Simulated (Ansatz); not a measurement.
# RuS (P-6m2) in Ansatz: further runs

Runs on RuS. Level: PBE. Tasks: relaxation of cell and atoms.

All numbers are computed with Ansatz 0.2.0; they aren't measurements. Logs are shortened: lines on timing, memory, paths and dates and some standing lists are left out, and cuts for length are marked.

### 1 Starting point

The structure is hexagonal, space group P-6m2 (No. 187). The conventional cell has a = 3.369 Å, b = 3.369 Å, c = 3.288 Å, α = 90.00°, β = 90.00°, γ = 120.00°. Around Ru (site symmetry -6m2) lie 6 S at 2.55 Å. S (site symmetry -6m2) is surrounded by 6 Ru at 2.55 Å.

The cell comes from a database or a generator and needn't be the stable form of this composition.

### 2 Relaxation of cell and atoms, PBE

input.yaml reads:

```yaml
crystal:
  lattice:
    - [3.36896832, 0.0, 0.0]
    - [-1.68448416, 2.91761215, 0.0]
    - [0.0, 0.0, 3.28794617]
  atoms:
    - { symbol: Ru, position: [0.0, 0.0, 0.0] }
    - { symbol: S, position: [0.6666666667, 0.3333333333, 0.5] }
hamiltonian:
  xc: pbe
  pseudopotentials: { kind: paw }
kpoints:
  mp_grid: { grid: [9, 9, 8] }
scf:
  occupations: { method: fermi_dirac, width: 0.05 }
output:
  forces: true
  stress: true
  eigenvalues: true
  write_density: true
  write_potential: true
  elf: true
  volumetric_format: npy
relax:
  f_tol: 0.01
  max_steps: 40
  cell: { stress_tol: 0.05 }
```

Potentials or basis: Ansatz PAW.

Command:

```
$ ansatz run input.yaml --threads 2 --pin off --max-ram 5632MiB --backend cpu --events-out ev --progress --plain --runs-dir out
```

What it wrote:

```text
Warning: RAYON_NUM_THREADS=2 ignored (pool sized by the plan → 2); use --threads N
Engine: ansatz 0.2.0, aarch64-unknown-linux-gnu
Pseudopotentials: kind: paw
Pseudopotential: Ru, paw, valence charge 16, recommended cutoff 420 eV (normal), Ru.paw.azcp
Pseudopotential: S, paw, valence charge 6, recommended cutoff 420 eV (normal), S.paw.azcp
Functional definition: PBE
  parameter kappa = 0.804
  parameter beta = 0.06672455060314922
  exchange = pbe_x(kappa = kappa, mu = beta*pi^2/3)
  correlation = pbe_c(beta = beta)
Crystal: 2 atoms, lattice volume = 32.318 Å³
Basis set: ecut = 420 eV, 635 PW (Γ), exchange–correlation on 48×48×48 points (8 copies of the dense FFT grid, shifted against one another)
Bands: 15, of which v1, the nominal top of the filled ones, is band 11 counted from 1 (10 counted from 0)
Symmetry: 12 space group operations
Space group: P-6m2 (ITA 187), of the structure as read, at distance tolerance 3.2e-5 Å
k-points: 60 of 648 (time reversal used)
Non-local potential: Ru, projectors of the file, l = 0: 3, l = 1: 2, l = 2: 2, l = 3: 1
Non-local potential: S, projectors of the file, l = 0: 2, l = 1: 2, l = 2: 2
PAW form: soft (Blöchl's): semilocal exchange-correlation on the pseudo side does not see the compensation charge
PAW one-centre angular grid: Ru, 590 points (default); XC on 64 Gauss nodes
PAW one-centre angular grid: S, 110 points (default); XC on 64 Gauss nodes
Initial density: superposition of atomic densities (neutral atoms: chi_scale 0, normalization atom), corrected by the library's trained network
Initial wavefunctions: pseudopotential atomic-orbital guess
Functional: x = pbe(κ = 0.804, μ = 0.2195149727645171), c = pbe(β = 0.06672455060314922)
SCF iter   1: F=—  HF=-6780.113966 eV  |F-HF|=—  |Δ(HF+E_count)|=         —  Δρ=1.16e-2  dr2=1.79e-2  ethr=1.77e-3  ⟨swp⟩=5.2  Hψ=5029  notcnv=0
preconditioner: auto → none  [metal: Δε(μ)=0.005 eV  Ē_g=8.419 eV  σ=0.050 eV  W_gap=0.03  n_scr=8 (ndim 8)  ℏωp=24.4 eV  f_vac=0.000  D(μ)=2.68/eV (n_scr^D=28)  sad-step TF]
SCF iter   2: F=—  HF=-6780.112081 eV  |F-HF|=—  |Δ(HF+E_count)|=   1.89e-3  Δρ=5.26e-3  dr2=4.72e-3  ethr=8.13e-5  ⟨swp⟩=1.3  Hψ=1397  notcnv=0
SCF iter   3: F=—  HF=-6780.111956 eV  |F-HF|=—  |Δ(HF+E_count)|=   1.26e-4  Δρ=7.31e-4  dr2=6.27e-5  ethr=2.14e-5  ⟨swp⟩=2.3  Hψ=1561  notcnv=0
SCF iter   4: F=—  HF=-6780.112005 eV  |F-HF|=—  |Δ(HF+E_count)|=   4.98e-5  Δρ=1.54e-4  dr2=6.13e-6  ethr=2.85e-7  ⟨swp⟩=2.5  Hψ=1531  notcnv=0
SCF iter   5: F=—  HF=-6780.112006 eV  |F-HF|=—  |Δ(HF+E_count)|=   7.51e-7  Δρ=2.82e-5  dr2=1.15e-7  ethr=2.79e-8  ⟨swp⟩=2.7  Hψ=1523  notcnv=0
SCF iter   6: F=-6780.112006 eV  HF=-6780.112006 eV  |F-HF|=5.06e-9  |Δ(HF+E_count)|=   4.92e-8  Δρ=9.67e-6  dr2=1.38e-8  ethr=4.55e-10  ⟨swp⟩=8.5  Hψ=5828  notcnv=0
SCF 1 converged in 6 iterations: F = -6780.112006 eV  dr2 = 1.38e-8
relax step   1: F+E_penalty+E_count = -6780.11200622 eV  Δ(F+E_penalty+E_count) = +0.000e0 eV  max|allowed force component| = 1.665e-16 eV/Å  Δτ_max = 0.0000 Å  P = -14.495 GPa  Ω = 32.318 Å³  (6 SCF iters, dr2 threshold 1.00e-7 eV, accepted)
Crystal: 2 atoms, lattice volume = 28.463 Å³
Basis set: ecut = 420 eV, 551 PW (Γ), exchange–correlation on 48×48×48 points (8 copies of the dense FFT grid, shifted against one another)
Initial density: handed on by an earlier stage of this run
Initial wavefunctions: those handed on with the density
iter 1 solved again at ethr=8.13e-5 eV; its pass at ethr=3.10e-3 eV (dr2=1.79e-2 eV) is discarded
SCF iter   1: F=—  HF=-6780.283229 eV  |F-HF|=—  |Δ(HF+E_count)|=         —  Δρ=1.08e-2  dr2=1.77e-2  ethr=8.13e-5  ⟨swp⟩=1.0  Hψ=5896  notcnv=0
preconditioner: auto → none  [metal: Δε(μ)=0.014 eV  Ē_g=9.288 eV  σ=0.050 eV  W_gap=0.07  n_scr=8 (ndim 8)  ℏωp=26.0 eV  f_vac=0.000  D(μ)=1.45/eV (n_scr^D=20)]
SCF iter   2: F=—  HF=-6780.280489 eV  |F-HF|=—  |Δ(HF+E_count)|=   2.74e-3  Δρ=4.61e-3  dr2=2.54e-3  ethr=8.05e-5  ⟨swp⟩=2.0  Hψ=1012  notcnv=0
SCF iter   3: F=—  HF=-6780.280310 eV  |F-HF|=—  |Δ(HF+E_count)|=   1.80e-4  Δρ=6.24e-4  dr2=5.89e-5  ethr=1.15e-5  ⟨swp⟩=1.4  Hψ=1084  notcnv=0
SCF iter   4: F=—  HF=-6780.280326 eV  |F-HF|=—  |Δ(HF+E_count)|=   1.64e-5  Δρ=7.48e-5  dr2=6.88e-7  ethr=2.68e-7  ⟨swp⟩=2.6  Hψ=1262  notcnv=0
[... 68 lines left out ...]
relax step   7: F+E_penalty+E_count = -6780.32090389 eV  Δ(F+E_penalty+E_count) = -1.449e-4 eV  max|allowed force component| = 1.665e-16 eV/Å  Δτ_max = 0.0000 Å  P = +0.049 GPa  Ω = 28.245 Å³  energy of the carried Pulay correction = +7.687e-4 eV  (6 SCF iters, dr2 threshold 2.00e-7 eV, accepted)
Crystal: 2 atoms, lattice volume = 28.252 Å³
iter 1 solved again at ethr=8.03e-10 eV; its pass at ethr=3.10e-3 eV (dr2=1.77e-7 eV) is discarded
SCF iter   1: F=—  HF=-6780.320836 eV  |F-HF|=—  |Δ(HF+E_count)|=         —  Δρ=3.72e-5  dr2=1.08e-7  ethr=8.03e-10  ⟨swp⟩=3.0  Hψ=5660  notcnv=0
preconditioner: auto → none  [metal: Δε(μ)=0.027 eV  Ē_g=9.171 eV  σ=0.050 eV  W_gap=0.13  n_scr=8 (ndim 8)  ℏωp=26.1 eV  f_vac=0.000  D(μ)=1.84/eV (n_scr^D=20)]
SCF iter   2: F=—  HF=-6780.320903 eV  |F-HF|=—  |Δ(HF+E_count)|=   6.73e-5  Δρ=1.70e-5  dr2=2.28e-8  ethr=4.90e-10  ⟨swp⟩=1.7  Hψ=1189  notcnv=0
iter 3 did not close the SCF: its close was put off for the readings that it lacked (scf_convergence_deferred on its scf_iter line)
SCF iter   3: F=-6780.320903 eV  HF=-6780.320903 eV  |F-HF|=7.73e-11  |Δ(HF+E_count)|=  3.39e-10  Δρ=1.95e-6  dr2=3.88e-10  ethr=1.04e-10  ⟨swp⟩=1.7  Hψ=1172  notcnv=0
iter 4 did not close the SCF: its close was put off for the readings that it lacked (scf_convergence_deferred on its scf_iter line)
SCF iter   4: F=-6780.320903 eV  HF=-6780.320903 eV  |F-HF|=1.82e-12  |Δ(HF+E_count)|=  2.27e-11  Δρ=3.64e-7  dr2=1.16e-11  ethr=1.77e-12  ⟨swp⟩=2.9  Hψ=1595  notcnv=0
iter 5 did not close the SCF: its close was put off for the readings that it lacked (scf_convergence_deferred on its scf_iter line)
SCF iter   5: F=-6780.320903 eV  HF=-6780.320903 eV  |F-HF|=0.00e0  |Δ(HF+E_count)|=  5.46e-12  Δρ=3.64e-8  dr2=2.69e-13  ethr=1.00e-12  ⟨swp⟩=1.0  Hψ=900  notcnv=0
iter 6 did not close the SCF: its close was put off for the readings that it lacked (scf_convergence_deferred on its scf_iter line)
SCF iter   6: F=-6780.320903 eV  HF=-6780.320903 eV  |F-HF|=0.00e0  |Δ(HF+E_count)|=    0.00e0  Δρ=9.79e-9  dr2=2.44e-14  ethr=1.00e-12  ⟨swp⟩=1.0  Hψ=900  notcnv=0
SCF iter   7: F=-6780.320903 eV  HF=-6780.320903 eV  |F-HF|=0.00e0  |Δ(HF+E_count)|=    0.00e0  Δρ=2.91e-9  dr2=1.85e-15  ethr=1.00e-12  ⟨swp⟩=3.0  Hψ=2972  notcnv=0
SCF 8 converged in 7 iterations: F = -6780.320903 eV  dr2 = 1.85e-15
relax step   8: F+E_penalty+E_count = -6780.32090336 eV  Δ(F+E_penalty+E_count) = +5.357e-7 eV  max|allowed force component| = 1.480e-16 eV/Å  Δτ_max = 0.0000 Å  P = -0.004 GPa  Ω = 28.252 Å³  energy of the carried Pulay correction = +7.668e-4 eV  (7 SCF iters, accepted)
Initial wavefunctions: pseudopotential atomic-orbital guess (no wavefunctions were taken with the density)
iter 1 solved again at ethr=1.60e-7 eV; its pass at ethr=3.10e-3 eV (dr2=3.52e-5 eV) is discarded
SCF iter   1: F=—  HF=-6780.319832 eV  |F-HF|=—  |Δ(HF+E_count)|=         —  Δρ=4.11e-4  dr2=6.03e-6  ethr=1.60e-7  ⟨swp⟩=3.0  Hψ=7488  notcnv=0
SCF iter   2: F=—  HF=-6780.319916 eV  |F-HF|=—  |Δ(HF+E_count)|=   8.35e-5  Δρ=1.86e-4  dr2=9.75e-7  ethr=2.74e-8  ⟨swp⟩=2.1  Hψ=1567  notcnv=0
SCF iter   3: F=—  HF=-6780.319923 eV  |F-HF|=—  |Δ(HF+E_count)|=   7.57e-6  Δρ=3.64e-5  dr2=4.09e-8  ethr=4.43e-9  ⟨swp⟩=2.8  Hψ=1612  notcnv=0
SCF iter   4: F=—  HF=-6780.319924 eV  |F-HF|=—  |Δ(HF+E_count)|=   2.63e-7  Δρ=5.27e-6  dr2=1.82e-9  ethr=1.86e-10  ⟨swp⟩=3.0  Hψ=1599  notcnv=0
SCF iter   5: F=—  HF=-6780.319924 eV  |F-HF|=—  |Δ(HF+E_count)|=   4.27e-9  Δρ=7.32e-7  dr2=5.52e-11  ethr=8.28e-12  ⟨swp⟩=2.6  Hψ=1528  notcnv=0
SCF iter   6: F=-6780.319924 eV  HF=-6780.319924 eV  |F-HF|=7.28e-12  |Δ(HF+E_count)|=  2.82e-11  Δρ=1.51e-7  dr2=6.72e-12  ethr=1.00e-12  ⟨swp⟩=5.1  Hψ=3608  notcnv=0
SCF 9 converged in 6 iterations: F = -6780.319924 eV  dr2 = 6.72e-12
relax step   9: F+E_penalty+E_count = -6780.31992364 eV  Δ(F+E_penalty+E_count) = +9.797e-4 eV  max|allowed force component| = 1.480e-16 eV/Å  Δτ_max = 0.0000 Å  P = +0.013 GPa  Ω = 28.252 Å³  stress off target by 2.60e-2 GPa  SCF on the basis re-selected at this cell (its energy is not comparable with the rows above)  (6 SCF iters)
basis re-selected at this cell: Δ(F+E_penalty+E_count) = +9.797e-4 eV, ΔP = +0.017 GPa vs the last step (what re-selecting the basis moved, of the pressure what is left beyond the Pulay correction that the steps carried, after the strain that the cell walked since its last selection, with what the two solves' SCF thresholds leave and, on support functions, any second-order correction that the steps lacked; it is no measure of the basis error at this ecutwfc). This SCF's stress stands 2.60e-2 GPa from its target on what of the cell is left free (relax.cell.stress_tol is 5.00e-2 GPa) and its largest allowed force component is 1.48e-16 eV/Å (relax.f_tol is 1.00e-2 eV/Å): within both
SCF converged after 6 iterations
Free energy (F): -6780.319924 eV
Harris-Foulkes:  -6780.319924 eV  (|F-HF|=7.28e-12)
Internal energy: -6780.304613 eV  (E = F + TS)
E sigma→0 (E₀):  -6780.312269 eV
Entropy (-TS):   -0.015310 eV (-7.655 meV/atom)
Fermi energy:    17.391683 eV
--- Per-component energies (eV) ---
  E_band       = -96.835414
  E_kinetic    = 624.887262
  E_local      = -1719.814181  (includes V_loc(G=0)·N_el)
  E_nonlocal   = 375.095130
  E_hartree    = 589.320758
  E_xc         = -287.753865
  E_vxc        = -326.952564  (∫ρ·V_xc dr)
  E_paw        = -4062.520638  (= ΣΔE_a)
  E_vpaw       = -228.692312  (= ΣTr[D̂ρ^β])
  E_aug_tail   = -0.000154  (compensation charges beyond the density's cutoff)
  E_ewald      = -2299.518926
  E_smearing   = -0.015310  (= −TS)
  E_closure    = -0.000000  (closes the sum)
  Σ components = -6780.319924   (vs F -6780.319924, Δ=0.00e0)
--- Forces (eV/Å), atoms counted from 1 ---
  atom   1  Ru     0.00000000     0.00000000     0.00000000
  atom   2  S     -0.00000000     0.00000000     0.00000000
  max |Σ_I F_I| component: 2.96e-16 eV/Å
--- Stress (GPa, compression-positive) ---
        0.005943      -0.000000       0.000000
       -0.000000       0.005943       0.000000
        0.000000       0.000000       0.025974
  P = ⅓ Tr σ = 0.0126 GPa (0.126 kbar)
--- Band table (eV; the first three rows and the last of 60) ---
  k-point 0: bands = ["-55.5133", "-25.6689", "-25.4007", "-25.4007", "0.7616", "12.6844", "13.1545", "13.4313", "13.4313", "16.0327", "16.0327", "18.5848", "18.5848", "21.0811", "24.7142"]
  k-point 1: bands = ["-55.5129", "-25.6777", "-25.4001", "-25.4001", "0.9076", "11.5756", "13.5081", "13.5081", "13.9274", "15.7413", "15.7413", "18.7024", "18.7024", "21.6473", "24.9664"]
  k-point 2: bands = ["-55.5120", "-25.6988", "-25.3986", "-25.3986", "1.2953", "10.1326", "13.6995", "13.6995", "14.6929", "15.2208", "15.2208", "18.7012", "18.7012", "22.8164", "25.5909"]
  k-point 59: bands = ["-55.4880", "-25.6832", "-25.5503", "-25.5393", "3.3768", "9.6209", "10.6194", "11.8346", "14.9419", "16.6183", "17.5065", "18.9521", "19.6385", "20.8686", "21.4509"]
--- Relaxed structure (8 steps of the walk, 7 accepted, 1 SCFs on fresh bases) ---
  F+E_penalty+E_count = -6780.31992364 eV   max|allowed force component| = 1.480e-16 eV/Å   (the final SCF, on the basis selected at the relaxed cell)
  cell:  # Å, volume = 28.2519 Å³
    - [3.08190637269519, 3.2591749014225795e-33, 0.0]
    - [-1.540953186347595, 2.6690092108391865, 0.0]
    - [0.0, 0.0, 3.4346164376078137]
  atoms:
    - { symbol: Ru, position: [-3.700743415524893e-17, 7.217146411952909e-33, 0.0] }
    - { symbol: S, position: [0.6666666666666666, 0.3333333333333333, 0.5] }
```

Wall time 15 s (2 threads of Arm Neoverse V1, shared host); peak memory 0.33 GiB.

What came out:

| Property | Result |
| --- | --- |
| Free energy | -6780.3199 eV |
| Relaxed volume | 14.13 Å³/atom |
| Relaxed cell | a = 3.082 Å, b = 3.082 Å, c = 3.435 Å, α = 90.00°, β = 90.00°, γ = 120.00° |
| Space group after relaxing (to 0.05 Å) | P-6m2 (No. 187) |
| Energy gained by relaxing | 104.0 meV/atom |
| Ionic steps | 8 |
| Pressure after relaxing | 0.0 GPa |
| Band gap on the k mesh | none (metal or under the smearing width) |

Step by step:
```
step  energy change (eV)  largest force (eV/Å)  volume (Å³)
   1              0.0000                0.0000        32.32
   2             -0.1683                0.0000        28.46
   3             -0.1816                0.0000        28.79
   4             -0.2056                0.0000        28.57
   5             -0.2088                0.0000        28.22
   6             -0.2089                0.0000        28.24
   7             -0.2089                0.0000        28.25
   8             -0.2079                0.0000        28.25
```

Final structure:
```
Ru S
1.0
     3.08191    0.00000    0.00000
    -1.54095    2.66901    0.00000
     0.00000    0.00000    3.43462
Ru S
1 1
Direct
  0.00000 0.00000 0.00000
  0.66667 0.33333 0.50000
```

Caveat: the plane-wave basis is chosen anew once the cell has moved, so the energies of steps on either side of that aren't comparable.

[end of part 1 of 2]
